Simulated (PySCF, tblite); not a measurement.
**C₅H₉FOSi: geometry, infrared bands and NMR shifts**

Wanted: the infrared bands and NMR shifts of C₅H₉FOSi (`FCOC1=C[SiH2]CC1`), by calculation.

Computed with tblite 0.8.0 and PySCF 2.14.0, with density-fitted response routines of our own, on a single molecule in the gas phase. Atoms count from 0, in the outputs and in this text.

## (1) The molecule as given

17 atoms, charge 0, multiplicity 1; geometry from: force field or distance geometry start.

Bonds of the start (Å): F0–C1 1.38, C1–O2 1.42, O2–C3 1.39, C3–C4 1.33, C4–Si5 1.87, Si5–C6 1.90, C6–C7 1.55, C7–C3 1.52, C1–H8 1.08, C1–H9 1.09, C4–H10 1.08, Si5–H11 1.48, Si5–H12 1.49, C6–H13 1.09, C6–H14 1.09, C7–H15 1.10, C7–H16 1.09.

## (2) Relaxing the molecule with GFN2-xTB

The job: settings as JSON, then the geometry in Å.

```
{"job": {"kind": "relax", "xc": "GFN2-xTB", "basis": "xTB"}, "charge": 0, "multiplicity": 1}
F      3.937200    -0.176600     0.619400
C      2.763800     0.321800     0.095600
O      1.735200    -0.538800     0.559500
C      0.453000    -0.216100     0.145500
C      0.060200     0.797800    -0.621200
Si    -1.787800     0.803200    -0.890200
C     -2.019400    -0.546800     0.424400
C     -0.617000    -1.166000     0.659600
H      2.859500     0.297500    -0.984400
H      2.637600     1.335800     0.486000
H      0.665100     1.564800    -1.083500
H     -2.133000     0.329600    -2.249100
H     -2.407500     2.095900    -0.489300
H     -2.372900    -0.086300     1.351500
H     -2.751800    -1.295900     0.119200
H     -0.543900    -2.119200     0.123700
H     -0.485400    -1.388700     1.723400
```

On the command line:

```bash
OMP_NUM_THREADS=1 python probes_run.py task.json out
```

This one command runs all jobs of the session in turn.

**Question.** This job is followed by: GFN2-xTB harmonic vibrations, gas phase; GIAO PBE0/pcSseg-1 NMR shielding, non-relativistic, gas phase. What will the session give for the following? strongest single infrared mode (GFN2-xTB); zero-point energy (GFN2-xTB); 13C shifts against TMS (PBE0/pcSseg-1); 1H shifts against TMS (PBE0/pcSseg-1, means over atoms taken as alike); 19F shifts against CFCl3 (PBE0/pcSseg-1); 17O shifts against H2O (PBE0/pcSseg-1); 29Si shifts against TMS (PBE0/pcSseg-1); surface potential, 1st and 99th percentile.

The runs gave:

| quantity | value |
| --- | --- |
| strongest single infrared mode (GFN2-xTB) | 2213 cm⁻¹, 422 km/mol |
| zero-point energy (GFN2-xTB) | 79.5 kcal/mol |
| 13C shifts against TMS (PBE0/pcSseg-1) | 178.1, 105.8, 88.3, 36.7, 4.2 ppm |
| 1H shifts against TMS (PBE0/pcSseg-1, means over atoms taken as alike) | 5.86, 4.80, 3.88, 2.71, 1.04 ppm |
| 19F shifts against CFCl3 (PBE0/pcSseg-1) | -195.3 ppm |
| 17O shifts against H2O (PBE0/pcSseg-1) | 180.9 ppm |
| 29Si shifts against TMS (PBE0/pcSseg-1) | -27.7 ppm |
| surface potential, 1st and 99th percentile | -1.05 V and 1.16 V |

**Reading.** The optimisation took 28 steps and gained 0.124 eV; among the close pairs (by a distance rule), C1–O2 changed most, from 1.419 to 1.385 Å. No mode is imaginary among the 45: a minimum at this level. The strongest single mode, at 2213 cm⁻¹, moves mainly H11. Unscaled tight-binding wavenumbers are off by several per cent, some by more. Its intensities can rank the bands wrongly. The most deshielded carbon is C3 (alkene carbon bearing oxygen), at 178.1 ppm: an sp2 carbon further deshielded by the attached heteroatom. The most deshielded hydrogen is H8, H9 (mean) (hydrogen on an sp3 CH2 bonded to F and O), at 5.86 ppm: its carbon carries F and O, which withdraws density.
